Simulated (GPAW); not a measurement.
Ba2Tl5V3O12:

```
CELL_PARAMETERS angstrom
8.15421 0.00000 0.00000
-4.07711 7.06176 0.00000
0.00000 0.00000 6.92128
ATOMIC_POSITIONS crystal
Ba 0.00000 0.00000 0.23552
Ba 0.00000 0.00000 0.76448
V 0.50000 0.00000 0.00000
V 0.00000 0.50000 0.00000
V 0.50000 0.50000 0.00000
Tl 0.50000 0.00000 0.50000
Tl 0.00000 0.50000 0.50000
Tl 0.50000 0.50000 0.50000
Tl 0.33333 0.66667 0.22489
Tl 0.66667 0.33333 0.77511
O 0.33890 0.34334 0.81444
O 0.65666 0.99556 0.81444
O 0.00444 0.66110 0.81444
O 0.34334 0.33890 0.18556
O 0.99556 0.65666 0.18556
O 0.66110 0.00444 0.18556
O 0.66110 0.65666 0.18556
O 0.34334 0.00444 0.18556
O 0.99556 0.33890 0.18556
O 0.65666 0.66110 0.81444
O 0.00444 0.34334 0.81444
O 0.33890 0.99556 0.81444
```

The cell was built by a generator and needn't be a form met in nature.

Base run:

| Property | Result |
| --- | --- |
| Program | GPAW 26.7.0 |
| Functional | PW91 |
| Potentials or basis | PAW data sets generated in the run's folder for this functional |
| Cutoff | 800 eV |
| Basis | pw |
| k mesh | 3 × 3 × 3 |
| Occupations | fermi-dirac, width 0.05 eV |
| Spin | collinear spin, ferromagnetic start |
| Starting moments | [0.0, 0.0, 2.0, 2.0, 2.0, 0.0, 0.0, 0.0, 0.0, 0.0, 0.0, 0.0, 0.0, 0.0, 0.0, 0.0, 0.0, 0.0, 0.0, 0.0, 0.0, 0.0] μB |

Its results: pressure 0.1 GPa; net moment 0.00 μB per cell; largest force 0.123 eV/Å.

**Question.** The run is repeated on the same cell with these changes: functional from PW91 to BLYP. What comes out?

**Answer.** Pressure 3.4 GPa; net moment 0.00 μB per cell; largest force 0.161 eV/Å.

BLYP binds less tightly than PW91, so the same cell stands under more pressure.
